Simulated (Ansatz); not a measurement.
# GeN: the cost of one run

Computed with Ansatz 0.2.0 (DFT PBE, scalar-relativistic, plane waves, PAW, unless a step names another level, unless a step's input says otherwise).

3 further runs of the same task are left out: 3 that didn't finish. Runs told in other sessions of the task aren't counted.

## 1. The structure to begin with

It takes space group Pnnm (No. 58, orthorhombic). The conventional cell has a = 5.054 Å, b = 7.795 Å, c = 3.098 Å, α = 90.00°, β = 90.00°, γ = 90.00°. Around Ge (site symmetry m) lie 3 N at 1.86 to 1.88 Å. N (site symmetry m) is surrounded by 3 Ge at 1.86 to 1.88 Å.

Structure file:

```
CELL_PARAMETERS angstrom
5.05388 0.00000 0.00000
0.00000 7.79540 0.00000
0.00000 0.00000 3.09764
ATOMIC_POSITIONS crystal
Ge 0.95013 0.84300 0.00000
Ge 0.45013 0.65700 0.50000
Ge 0.54987 0.34300 0.50000
Ge 0.04987 0.15700 0.00000
N 0.26540 0.71393 0.00000
N 0.76540 0.78607 0.50000
N 0.23460 0.21393 0.50000
N 0.73460 0.28607 0.00000
```

It came out lowest among 32 distinct ends of the trial cells. At a tolerance of 0.02 Å it has space group Pnnm (No. 58).

## 2. A stricter relaxation, on the response runs' mesh and smearing

The input, input.yaml:

```yaml
crystal:
  lattice:
    - [5.0538760911, 0.0, 0.0]
    - [0.0, 7.7953993127, 0.0]
    - [0.0, 0.0, 3.0976424678]
  atoms:
    - { symbol: Ge, position: [0.9501315744, 0.8430039908, 0.0] }
    - { symbol: Ge, position: [0.4501315744, 0.6569960092, 0.5] }
    - { symbol: Ge, position: [0.5498684256, 0.3430039908, 0.5] }
    - { symbol: Ge, position: [0.0498684256, 0.1569960092, 0.0] }
    - { symbol: "N", position: [0.2654000864, 0.7139271781, 0.0] }
    - { symbol: "N", position: [0.7654000864, 0.7860728219, 0.5] }
    - { symbol: "N", position: [0.2345999136, 0.2139271781, 0.5] }
    - { symbol: "N", position: [0.7345999136, 0.2860728219, 0.0] }
basis:
  ecutwfc: 420
kpoints:
  mp_grid: { grid: [8, 6, 12] }
hamiltonian:
  xc: pbe
scf:
  occupations: { method: fixed }
output:
  forces: true
  stress: true
  eigenvalues: true
relax:
  adjacent_minimum: "off"
  f_tol: 0.001
  max_steps: 60
  cell: { stress_tol: 0.01 }
```

Command:

```sh
$ ansatz run input.yaml --threads 3 --pin off --max-ram 7680MiB --backend cpu --events-out ev --progress --plain --runs-dir out
```

Q: Estimate wall time and peak memory on 3 threads of Intel Xeon Platinum 8259CL at 2.50GHz (Skylake/Cascade Lake), shared host.

About 2.8 min, with a peak of 0.9 GiB.
